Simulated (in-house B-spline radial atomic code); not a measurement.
# Sm⁴⁹⁺: binding energies from hole states

Aim: binding energies of the shells of Sm⁴⁹⁺, from runs with electrons taken out, set against the orbital energies of the parent.

The numbers are computed with in-house B-spline radial atomic code version 1 (Dirac-Hartree-Fock, average of configuration, Fermi nucleus, basis-set limit), except any that are marked as measured or tabulated.

**1. The system**

| Item | Value |
| --- | --- |
| element | samarium (Z = 62) |
| charge | +49 |
| electrons | 13 |
| configuration | [Ne] 3s2 3p1 |
| Hamiltonian | Dirac-Coulomb |
| nucleus | Fermi, rms radius 5.082 fm |

Outer shells as boxes (Hund's rule):

[Ne] 3s2 3p1
```
[Ne] core
3s [↑↓]
3p [↑ ][  ][  ]
```

The boxes draw the filling by Hund's rule, which heavy ions in jj coupling don't follow; these runs average over all states of the configuration.

Input settings:

```ini
Z = 62
electrons = 13.0
configuration = [Ne] 3s2 3p1
hamiltonian = dirac
method = hf
spin_polarised = False
nucleus = fermi
rms_radius = 5.0819
mass_number = 152
atomic_mass = 151.919738646
speed_of_light = 137.035999084
```

The reference is known from an earlier run: -8002.609753 hartree in all. Up to eight levels, counted from the top:

```
orbital  occupation  energy (eV)  <r> (bohr)
  1s1/2           2     -50608.5     0.02272
  2s1/2           2     -11112.5     0.09479
  2p1/2           2     -10724.3     0.07944
  2p3/2           4     -10100.1     0.08571
  3s1/2           2     -4458.45      0.2298
  3p1/2    0.333333     -4342.91      0.2169
  3p3/2    0.666667     -4182.25      0.2261
```

**2. The 1s hole**

Input settings:

```ini
Z = 62
electrons = 12.0
configuration = 1s1 2s2 2p6 3s2 3p1
hamiltonian = dirac
method = hf
spin_polarised = False
nucleus = fermi
rms_radius = 5.0819
mass_number = 152
atomic_mass = 151.919738646
speed_of_light = 137.035999084
```

**3. The 2s hole**

Changes to the settings of step 2:

```diff
@@ -2,3 +2,3 @@
 electrons = 12.0
-configuration = 1s1 2s2 2p6 3s2 3p1
+configuration = 1s2 2s1 2p6 3s2 3p1
 hamiltonian = dirac
```

**4. The 2p1/2 hole**

In configurations, a minus sign after the shell means j = l − 1/2 and a plus sign j = l + 1/2; the count of electrons follows.

Changes to the settings of step 3:

```diff
@@ -2,3 +2,3 @@
 electrons = 12.0
-configuration = 1s2 2s1 2p6 3s2 3p1
+configuration = 1s2 2s2 2p-1 2p+4 3s2 3p1
 hamiltonian = dirac
```

**5. The 2p3/2 hole**

Changes to the settings of step 4:

```diff
@@ -2,3 +2,3 @@
 electrons = 12.0
-configuration = 1s2 2s2 2p-1 2p+4 3s2 3p1
+configuration = 1s2 2s2 2p-2 2p+3 3s2 3p1
 hamiltonian = dirac
```

**6. The 3s hole**

Changes to the settings of step 5:

```diff
@@ -2,3 +2,3 @@
 electrons = 12.0
-configuration = 1s2 2s2 2p-2 2p+3 3s2 3p1
+configuration = 1s2 2s2 2p6 3s1 3p1
 hamiltonian = dirac
```

**7. The 3p hole**

Changes to the settings of step 6:

```diff
@@ -2,3 +2,3 @@
 electrons = 12.0
-configuration = 1s2 2s2 2p6 3s1 3p1
+configuration = 1s2 2s2 2p6 3s2
 hamiltonian = dirac
```

Before running: What does each hole state cost in eV, and how does that compare with the orbital energies or single holes?

The runs gave:

| hole | ΔSCF (eV) | with Breit, QED, recoil (eV) | −ε of the parent (eV) | −ε less ΔSCF (eV) |
| --- | --- | --- | --- | --- |
| 1s | 50582.8 | 50390.0 | 50608.5 | 25.66 |
| 2s | 11108.3 | 11085.7 | 11112.5 | 4.15 |
| 2p1/2 | 10718.3 | 10696.6 | 10724.3 | 6.03 |
| 2p3/2 | 10095.0 | 10080.5 | 10100.1 | 5.12 |
| 3s | 4458.10 | 4452.31 | 4458.45 | 0.34 |
| 3p | 4235.44 | 4231.40 | - | - |

Every ΔSCF value lies below −ε, since the other electrons relax into the hole: by 25.7 eV for 1s and 0.34 eV for 3s. The spin-orbit splitting of the 2p hole is 616.09 eV with those corrections. Two partly filled shells share a symmetry and can mix in the average, which may lower the energy, in these hole states: 2p1/2; 2p3/2. A dash stands where an open shell is averaged over j, so that no single parent level belongs to the hole. Values are for the free ion, measured from the vacuum level.
